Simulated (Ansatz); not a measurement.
# ClF2H3SSi2: basis-set convergence

Aim: see how fast density functionals converge with the basis set for ClF2H3SSi2.

Method: one geometry, several basis sets; program: Ansatz 0.2.0, Gaussian basis.

The runs, in order: PBE0-D4/def2-SVP; ωB97M-V/def2-SVP; PBE0-D4/def2-QZVPP; ωB97M-V/def2-QZVPP; the functionals' def2-TZVPP values are taken from earlier runs.

### Step 1. Structure used throughout

All runs share one geometry, relaxed beforehand with PBE0-D4 in a triple-zeta def2 set.

SMILES `F[SiH](F)S[SiH2]Cl`, 9 atoms, charge 0, spin multiplicity 1.

Atoms are counted from 1 here; the program's logs count them from 0.

Bond lengths: F1–Si2 1.584 Å, Si2–F3 1.584 Å, Si2–S4 2.106 Å, Si2–H7 1.470 Å, S4–Si5 2.140 Å, Si5–Cl6 2.043 Å, Si5–H8 1.476 Å, Si5–H9 1.477 Å. Angles: F1–Si2–F3 105.8°, F1–Si2–S4 110.8°, F1–Si2–H7 110.0°, F3–Si2–S4 111.2°, F3–Si2–H7 109.0°, S4–Si2–H7 109.9°, Si2–S4–Si5 98.7°, S4–Si5–Cl6 111.5°, S4–Si5–H8 106.0°, S4–Si5–H9 110.1°, Cl6–Si5–H8 108.3°, Cl6–Si5–H9 108.4°, H8–Si5–H9 112.6°.

As a file:

```mol
ClF2H3SSi2
  3D, bonds by distance, orders not assigned

  9  8  0  0  0  0  0  0  0  0999 V2000
   -1.8969   -0.6509   -0.0587 F   0  0
   -0.6126   -1.3696   -0.6454 Si  0  0
   -0.0728   -2.3045    0.5138 F   0  0
    0.8391    0.0431   -1.2215 S   0  0
    0.7960    1.2818    0.5231 Si  0  0
   -0.5433    2.8118    0.3220 Cl  0  0
   -0.9850   -2.2014   -1.7982 H   0  0
    2.1481    1.8626    0.6429 H   0  0
    0.4159    0.4809    1.7049 H   0  0
  1  2  8  0
  2  3  8  0
  2  4  8  0
  4  5  8  0
  5  6  8  0
  2  7  8  0
  5  8  8  0
  5  9  8  0
M  END
```

### Step 2. PBE0-D4 in def2-SVP

Input file in.yaml:

```yaml
crystal:
  periodic: [false, false, false]
  atoms:
    - {symbol: F, position_ang: [-1.896867, -0.650891, -0.058676]}
    - {symbol: Si, position_ang: [-0.612621, -1.369628, -0.645423]}
    - {symbol: F, position_ang: [-0.072751, -2.304542, 0.513753]}
    - {symbol: S, position_ang: [0.839093, 0.043064, -1.221527]}
    - {symbol: Si, position_ang: [0.796001, 1.281778, 0.523113]}
    - {symbol: Cl, position_ang: [-0.543331, 2.811830, 0.321981]}
    - {symbol: H, position_ang: [-0.985047, -2.201397, -1.798203]}
    - {symbol: H, position_ang: [2.148086, 1.862554, 0.642930]}
    - {symbol: H, position_ang: [0.415937, 0.480931, 1.704950]}
basis:
  gaussian: {orbitals: def2-SVP}
hamiltonian: {xc: pbe0, dispersion: d4}
output: {orbitals: {seedname: orbitals}}
```

The runs that follow: ωB97M-V in def2-SVP; PBE0-D4 in def2-QZVPP; ωB97M-V in def2-QZVPP.

**Question.** What will the summary of the whole plan be? Wanted: PBE0-D4: double and triple zeta above quadruple; ωB97M-V: double and triple zeta above quadruple.

As calculated:

| quantity | value |
| --- | --- |
| PBE0-D4: double and triple zeta above quadruple | 22.54, 1.55 eV |
| ωB97M-V: double and triple zeta above quadruple | 22.48, 1.45 eV |

PBE0-D4 gains 20.99 eV from double to triple zeta, then 1.55 eV more. Total energies overstate the basis error of differences, where much of it tends to cancel. The LUMO of ωB97M-V is positive and keeps falling with the basis (2.06 to 1.21 eV): an unbound level that the basis holds in place.
